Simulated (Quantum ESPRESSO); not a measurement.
# AlSi2Cl in Quantum ESPRESSO: the effect of functional

AlSi2Cl:

```
Al Si Cl
1.0
     3.80282    0.00000    0.00000
    -1.90141    3.29334    0.00000
     0.00000    0.00000    4.98986
Al Si Cl
1 2 1
Direct
  0.66667 0.33333 0.50000
  0.00000 0.00000 0.74682
  0.00000 0.00000 0.25318
  0.33333 0.66667 0.00000
```

The cell was built by a generator and needn't be a form met in nature.

Alike in all runs:

- Program: Quantum ESPRESSO 7.5
- Task: phonons
- Cutoff: 612 eV
- Density cutoff: 4898 eV
- k mesh: 4 × 4 × 4, shifted
- Occupations: fermi-dirac, width 0.05 eV
- Spin: no spin polarisation

Each run relaxes the cell or the atoms first.

```tsv
functional	potentials or basis	relaxed volume (Å³/atom)	highest phonon frequency (cm⁻¹)
PBEsol	GBRV 1.5 PBEsol	?	?
RPBE	GBRV 1.5 PBE	20.87	520
PW91	GBRV 1.5 PBE	20.53	520
BLYP	GBRV 1.5 PBE	22.40	477
```

Question: What does the run with functional PBEsol give?

Answer: Relaxed volume 19.61 Å³/atom; highest phonon frequency 532 cm⁻¹.

Caveats: all runs use coarse meshes; the mesh is thin for the phonons of a metal; some modes are imaginary; the volume moved by over 15 % at a fixed basis, so the end points are rough; the potentials were made for another functional, which shifts forces and pressure (some runs); before the sum rule the acoustic modes lie tens of cm⁻¹ from zero, a sign that the density grid also shifts the optical modes (some runs).

Runs at the PBE level aren't shown here.
